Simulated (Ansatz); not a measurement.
**CH6Ge (triplet): wave-function methods side by side at distance Ge1–H5 along a hydrogen transfer = 2.046 Å, cc-pVDZ**

Aim: climb from Hartree-Fock through coupled cluster and multireference methods for CH6Ge (triplet) at one geometry and basis, and see what each rung misses.

Program: Ansatz 0.2.0, Gaussian basis. Level of theory: cc-pVDZ, core rule «outside noble gas», up to 15 orbitals frozen. These are calculated values, not measurements.

To be run: UHF; CCSD(T) on ROHF; CCSD(T) on UHF; BCCD(T) on ROHF; CISD; CCSDT(Q) on ROHF; CCSDT(Q) on UHF; CASSCF and MRCISD+Q, 4 electrons in 4 orbitals; CASSCF and NEVPT2, 4 electrons in 4 orbitals; CASSCF and MRCISD+Q, 10 electrons in 10 orbitals; CASSCF and NEVPT2, 10 electrons in 10 orbitals.

### 1 What is computed

The geometry derives from fragments relaxed apart (PBE0/def2-TZVP) and kept rigid, so it is no stationary point. A hydrogen atom is moved between rigid fragments. No spin-orbit coupling is included. The filled d shell of Ge may be among the frozen orbitals whatever the setting's name suggests; the logs give the count.

8 atoms, charge 0, spin multiplicity 3.

Atoms are counted from 1 here; the program's logs count them from 0.

Bond lengths: Ge1–H2 1.534 Å, Ge1–H3 1.534 Å, Ge1–H4 1.534 Å, H5–C6 1.295 Å, C6–H7 1.079 Å, C6–H8 1.079 Å. Angles: H2–Ge1–H3 109.5°, H2–Ge1–H4 109.5°, H3–Ge1–H4 109.5°, H5–C6–H7 112.6°, H5–C6–H8 112.6°, H7–C6–H8 134.8°.

As a file:

```
Ge   -0.5316    0.0000    0.0000
H    -1.0430    1.4466    0.0000
H    -1.0430   -0.7233    1.2528
H    -1.0430   -0.7233   -1.2528
H     1.5144    0.0000    0.0000
C     2.8094    0.0000    0.0000
H     3.2239    0.0000    0.9962
H     3.2239    0.0000   -0.9962
```

### 2 UHF

Contents of in.yaml:

```yaml
crystal:
  periodic: [false, false, false]
  atoms:
    - {symbol: Ge, position_ang: [-0.531587, 0.000000, 0.000000]}
    - {symbol: H, position_ang: [-1.043037, 1.446599, 0.000001]}
    - {symbol: H, position_ang: [-1.043036, -0.723300, 1.252791]}
    - {symbol: H, position_ang: [-1.043037, -0.723299, -1.252792]}
    - {symbol: H, position_ang: [1.514413, 0.000000, 0.000000]}
    - {symbol: C, position_ang: [2.809413, 0.000000, 0.000000]}
    - {symbol: H, position_ang: [3.223881, 0.000000, 0.996161]}
    - {symbol: H, position_ang: [3.223881, 0.000000, -0.996161]}
basis:
  gaussian: {orbitals: cc-pVDZ}
magnetization: {spin_polarized: true, initial_magnetization: 2}
hamiltonian: {xc: hf}
output: {orbitals: {seedname: orbitals}}
```

Run with:

```
$ ansatz run in.yaml --threads 1 --pin off --events-out ev --progress --plain --max-ram 2816MiB --backend cpu
```

The runs that follow: CCSD(T) on ROHF; CCSD(T) on UHF; BCCD(T) on ROHF; CISD; CCSDT(Q) on ROHF; CCSDT(Q) on UHF; CASSCF and MRCISD+Q, 4 electrons in 4 orbitals; CASSCF and NEVPT2, 4 electrons in 4 orbitals; CASSCF and MRCISD+Q, 10 electrons in 10 orbitals; CASSCF and NEVPT2, 10 electrons in 10 orbitals.

Q: Predict the results of all the runs planned. Wanted: UCCSDT(Q) below the RHF energy; RMP2 from UCCSDT(Q); UMP2 from UCCSDT(Q); RCCSD from UCCSDT(Q); RCCSD(T) from UCCSDT(Q); UCCSD(T) from UCCSDT(Q); RCCSDT(Q) from UCCSDT(Q); NEVPT2 pair from UCCSDT(Q); MRCISD+Q pair from UCCSDT(Q).

**Answer**, as computed:

| quantity | value |
| --- | --- |
| UCCSDT(Q) below the RHF energy | -7.9390 eV |
| RMP2 from UCCSDT(Q) | +1522.0 meV |
| UMP2 from UCCSDT(Q) | +1544.3 meV |
| RCCSD from UCCSDT(Q) | +201.5 meV |
| RCCSD(T) from UCCSDT(Q) | +40.1 meV |
| UCCSD(T) from UCCSDT(Q) | +37.8 meV |
| RCCSDT(Q) from UCCSDT(Q) | +3.8 meV |
| NEVPT2 pair from UCCSDT(Q) | +1491.9 meV |
| MRCISD+Q pair from UCCSDT(Q) | +84.9 meV |
| MRCISD+Q frontier from UCCSDT(Q) | +40.5 meV |
| levels within 1 kcal/mol (43 meV) | RCCSD(T), UCCSD(T), BCCD(T), RCCSDT, UCCSDT, RCCSDT(Q), MRCISD+Q frontier |
| T1 diagnostic | 0.019 |

RCCSD(T) lands +40.1 meV from the yardstick (0.5 % of the correlation energy). Of the multireference levels listed MRCISD+Q frontier comes nearest in total energy (+40.5 meV), which doesn't show that its space is the better one. These misses are within one basis, not against nature; the frozen cores of restricted and unrestricted runs differ, which can shift their rows.
